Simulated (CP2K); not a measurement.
The system is Na3Cl2.

```
Cl Na
1.0
    10.32141    0.00000    0.00000
    -9.72122    3.46835    0.00000
     0.00000    0.00000    3.52764
Cl Na
2 3
Direct
  0.08660 0.91340 0.50000
  0.91340 0.08660 0.50000
  0.66899 0.33101 0.00000
  0.33101 0.66899 0.00000
  0.50000 0.50000 0.00000
```

The cell comes from a database or a generator and needn't be the stable form of this composition.

Base run:

```yaml
Program: CP2K 2026.2
Functional: PBE
Potentials_or_basis: POTENTIAL_UZH Cl GTH-PBE-q7, Na GTH-PBE-q9; TZVP-MOLOPT-PBE-GTH basis
Density_cutoff: 18368 eV
k_mesh: 6 × 6 × 6
Occupations: fermi-dirac, width 0.05 eV
Spin: no spin polarisation
```

Its results: band gap on the k mesh none (metal or under the smearing width); pressure 0.3 GPa; largest force 0.115 eV/Å.

Q: The run is repeated on the same cell with these changes: functional from PBE to PBEsol. What comes out?

A: Band gap on the k mesh none (metal or under the smearing width); pressure -0.5 GPa; largest force 0.144 eV/Å.

PBEsol binds more tightly than PBE, so the same cell stands under less pressure.

Caveats: the basis of atomic orbitals isn't converged, which shifts pressures, moduli and gaps; an odd number of electrons without spin polarisation forces a metal; a magnetic or distorted state may lie lower; the potentials were made for another functional, which shifts forces and pressure (some runs).
